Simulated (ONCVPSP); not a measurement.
# Pseudopotential generation for B: ONCV, PBEsol

Task: generate the file, and judge it by its errors in other configurations, its logarithmic derivatives, its ghosts and its cutoff.

The numbers are computed with ONCVPSP 4.0.1.1 (patched build) (PBEsol, scalar-relativistic, spin-unpolarised reference atom).

**1. The atom and the settings**

Typed settings, in words:

| Property | Result |
| --- | --- |
| element | boron (B, Z = 5) |
| type | optimised norm-conserving Vanderbilt (ONCV) |
| frozen core | [He] |
| valence charge | 3 |
| reference configuration | 2s2 2p1 |
| partial waves | 2s: rc 1.05 bohr, ncon 4, nbas 8, qcut 5.8 1/bohr, 2 projectors, debl 3.3 Ha; 2p: rc 2.15 bohr, ncon 3, nbas 6, qcut 7.2 1/bohr, 2 projectors, debl 3.9 Ha; d scattering state at 0.02 Ha: rc 2.25 bohr, ncon 5, nbas 8, qcut 4.6 1/bohr, 2 projectors, debl 1 Ha |
| local potential | polynomial inside 0.95 bohr (lpopt 1, dvloc0 0 Ha) |
| core correction | not asked for |

An earlier all-electron run gives the scale for the radii.

All-electron outer shells of the reference configuration (PBEsol, scalar-relativistic, ld1.x):

| shell | level (eV) | outermost node (bohr) | outermost maximum (bohr) |
| --- | --- | --- | --- |
| 1s | -179.55 | – | 0.21 |
| 2s | -9.36 | 0.46 | 1.52 |
| 2p | -3.56 | – | 1.59 |

**2. Generating the potential**

Contents of B.dat:

```
# ATOM AND REFERENCE CONFIGURATION
# atsym  z   nc   nv     iexc    psfile
  B 5.00    1    2  -116133      upf
#
#   n    l    f
    1    0    2.00
    2    0    2.00
    2    1    1.00
#
# PSEUDOPOTENTIAL AND OPTIMIZATION
# lmax
    2
#
#   l,   rc,      ep,       ncon, nbas, qcut
    0    1.05    0.00    4    8    5.80
    1    2.15    0.00    3    6    7.20
    2    2.25    0.02    5    8    4.60
#
# LOCAL POTENTIAL
# lloc, lpopt,  rc(5),   dvloc0
    4    1    0.95    0.00
#
# VANDERBILT-KLEINMAN-BYLANDER PROJECTORs
# l, nproj, debl
    0    2    3.30
    1    2    3.90
    2    2    1.00
#
# MODEL CORE CHARGE
# icmod, fcfact, rcfact
    0    0.00    0.00
#
# LOG DERIVATIVE ANALYSIS
# epsh1, epsh2, depsh
   -2.00    5.00    0.02
#
# OUTPUT GRID
# rlmax, drl
    6.00    0.01
#
# TEST CONFIGURATIONS
# ncnf
    4
# nvcnf
#   n    l    f
    2
    2    0    2.00
    2    1    0.00
#
    2
    2    0    1.00
    2    1    0.00
#
    2
    2    0    2.00
    2    1    0.50
#
    2
    2    0    1.00
    2    1    1.00
#
```

Launch:

```
oncvpsp.x < B.dat > B.out
```

What does the calculation give? Wanted: cutoffs for 1 and 0.1 mHa per electron, occupied waves; bound ghosts; GHOST(+) flags; largest test error; largest phase difference near zero energy, channels read.

As calculated:

| quantity | value |
| --- | --- |
| cutoffs for 1 and 0.1 mHa per electron, occupied waves | 12 Ha and 120 Ha |
| bound ghosts | none found |
| GHOST(+) flags | none at low energy (1 near or above the test basis's cutoff) |
| largest test error (AE − PS) | +98 meV, for 2s1 2p0 |
| largest phase difference near zero energy, channels read | 0.001 rad |

In words: By total energies transferability is fair: the largest error is 98 meV on 33.4 eV, for 2s1 2p0. It counts as soft on the atom at that tolerance, with 12 Ha needed at the looser tolerance. The tighter tolerance needs 120 Ha, and converged work needs a cutoff nearer that. No bound ghost shows below the valence levels. Near zero energy the phases of the channels with partial waves agree within 0.001 rad. All of this concerns the isolated atom, not yet a solid.
